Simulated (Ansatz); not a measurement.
# GeHF+ (doublet): from Hartree-Fock to the top rungs, cc-pVDZ

One table from this session's results is given with a row withheld; the runs are named, their logs left out.

Computed with Ansatz 0.2.0, Gaussian basis. Level: cc-pVDZ, core rule «outside noble gas», up to 15 orbitals frozen.

The runs, in order: UHF; CCSD(T) on ROHF; CCSD(T) on UHF; BCCD(T) on ROHF; CISD; CCSDT(Q) on ROHF; CCSDT(Q) on UHF; CCSDTQ on ROHF; CCSDTQ on UHF.

10 further runs of the same task are left out: 7 for a known fault of the program, 3 set aside as unsound or not needed.

**What is computed**

The geometry is a PBE0/def2-TZVP stationary point (not a proven minimum) of the parent state, kept for this charge and spin. No spin-orbit coupling is included. The filled d shell of Ge may be among the frozen orbitals whatever the setting's name suggests; the logs give the count.

3 atoms, charge 1, spin multiplicity 2.

Atoms are counted from 1 here; the program's logs count them from 0.

Bond lengths: Ge1–F2 1.757 Å, Ge1–H3 1.609 Å. Angles: F2–Ge1–H3 94.2°.

The first run:

The input, in.yaml:

```yaml
crystal:
  periodic: [false, false, false]
  atoms:
    - {symbol: Ge, position_ang: [0.000000, -0.031999, 0.357936]}
    - {symbol: F, position_ang: [0.000000, 0.039207, -1.397243]}
    - {symbol: H, position_ang: [0.000000, 1.567096, 0.540598]}
basis:
  gaussian: {orbitals: cc-pVDZ}
total_charge: 1
magnetization: {spin_polarized: true, initial_magnetization: 1}
hamiltonian: {xc: hf}
output: {orbitals: {seedname: orbitals}}
```

Launch:

```
> ansatz run in.yaml --threads 1 --pin off --events-out ev --progress --plain --max-ram 4096MiB --backend cpu
```

Among the steps run: UHF; CCSD(T) on ROHF; CCSD(T) on UHF; BCCD(T) on ROHF; CISD; CCSDT(Q) on ROHF; CCSDT(Q) on UHF; CCSDTQ on ROHF; CCSDTQ on UHF.

One table of the session follows, with a row left open; its other results are not shown here.

It belongs to the step «Misses and costs». 

| method | from UCCSDTQ (meV) |
| --- | --- |
| ROHF | +7644.3 |
| UHF | +7441.9 |
| RMP2 | +608.0 |
| UMP2 | +583.4 |
| RCCSD | +235.0 |
| UCCSD | ? |
| RCCSD(T) | +45.6 |
| UCCSD(T) | +40.9 |
| BCCD(T) | +38.0 |
| RCCSDT | +21.7 |
| UCCSDT | +17.5 |
| RCCSDT(Q) | +8.8 |
| UCCSDT(Q) | -6.7 |
| RCCSDTQ | +4.2 |
| UCCSDTQ | 0 |

**Question.** Estimate the row for UCCSD.

As computed: from UCCSDTQ (meV): +225.4. In the column «from UCCSDTQ (meV)» it lies between RCCSD(T) (+45.6) and RCCSD (+235.0).

Limits of these values: Restricted and unrestricted rows rest on different reference determinants; where their highest levels disagree by more than a few hundredths of an eV, they describe different states and don't form one ladder.
